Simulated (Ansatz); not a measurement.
# Mg2OsS6: a trial structure relaxed

Aim: relax Mg2OsS6 from this start, Sc6FeSb2 type (P-62m, No. 189), and see where it ends.

Program: Ansatz 0.2.0. Level of theory: DFT PBE, scalar-relativistic, plane waves, PAW. These are calculated values, not measurements.

### 1 The system as given

Symmetry: P-62m, No. 189, hexagonal system. The conventional cell has a = 5.856 Å, b = 5.856 Å, c = 3.039 Å, α = 90.00°, β = 90.00°, γ = 120.00°. Mg (site symmetry -6) is surrounded by 9 S at 2.30 to 2.35 Å. Around Os (site symmetry -62m) lie 9 S at 2.05 to 2.31 Å. Around S (site symmetry m2m) lie 2 Os at 2.05 Å and 2 Mg at 2.30 Å. Around S (site symmetry m2m) lie 1 Os at 2.31 Å and 4 Mg at 2.35 Å and 4 S at 2.52 Å.

Structure file:

```cif
data_structure
_symmetry_space_group_name_H-M 'P-62m'
_symmetry_Int_Tables_number 189
_cell_length_a 5.8555
_cell_length_b 5.8555
_cell_length_c 3.0385
_cell_angle_alpha 90.000
_cell_angle_beta 90.000
_cell_angle_gamma 120.000
_cell_volume 90.23
loop_
_atom_site_label
_atom_site_type_symbol
_atom_site_symmetry_multiplicity
_atom_site_Wyckoff_symbol
_atom_site_fract_x
_atom_site_fract_y
_atom_site_fract_z
_atom_site_occupancy
Mg1 Mg 2 c 0.33333 0.66667 0.00000 1
Os1 Os 1 b 0.00000 0.00000 0.50000 1
S1 S 3 f 0.23400 0.00000 0.00000 1
S2 S 3 g 0.60500 0.00000 0.50000 1
```

(A quick probe on a coarse mesh, which set the mesh and smearing, is not shown.)

### 3 A loose first relaxation

Input file input.yaml:

```yaml
crystal:
  lattice:
    - [5.8555441853, 0.0, 0.0]
    - [-2.9277720927, 5.0710500175, 0.0]
    - [0.0, 0.0, 3.0385242773]
  atoms:
    - { symbol: Mg, position: [0.3333333333, 0.6666666667, 0.0] }
    - { symbol: Mg, position: [0.6666666667, 0.3333333333, 0.0] }
    - { symbol: Os, position: [0.0, 0.0, 0.5] }
    - { symbol: S, position: [0.234, 0.0, 0.0] }
    - { symbol: S, position: [0.766, 0.766, 0.0] }
    - { symbol: S, position: [0.0, 0.234, 0.0] }
    - { symbol: S, position: [0.605, 0.0, 0.5] }
    - { symbol: S, position: [0.395, 0.395, 0.5] }
    - { symbol: S, position: [0.0, 0.605, 0.5] }
basis:
  ecutwfc: 420
kpoints:
  mp_grid: { grid: [3, 3, 6] }
hamiltonian:
  xc: pbe
scf:
  occupations: { method: gaussian, width: 0.1 }
  lower_state_search: "off"
output:
  forces: true
  stress: true
  eigenvalues: true
relax:
  adjacent_minimum: "off"
  f_tol: 0.04
  max_steps: 70
  cell: { stress_tol: 0.4 }
```

Run with:

```console
$ ansatz run input.yaml --threads 1 --pin off --max-ram 2560MiB --backend cpu --events-out ev --progress --plain --runs-dir out
```

The session goes on with these runs: the relaxation.

Q: Predict the outcome of this session.

The runs gave:

Formation energies count from the elements, computed with the same settings in runs not shown here.

```
                          quantity                                                                       value
                              cell  a = 7.396 Å, b = 7.396 Å, c = 3.280 Å, α = 90.00°, β = 90.00°, γ = 120.00°
                       space group                                                             P-62m (No. 189)
                            volume                                                               17.27 Å³/atom
                   gap on the mesh                                                                none (metal)
formation energy from the elements                                                              -0.219 eV/atom
```

The space group stayed P-62m, and from the first guess the volume went from 10.03 to 17.27 Å³/atom. With -0.22 eV/atom it lies under the elements, which doesn't yet make it stable against other compounds of them. Spin-orbit coupling is left out for Os.
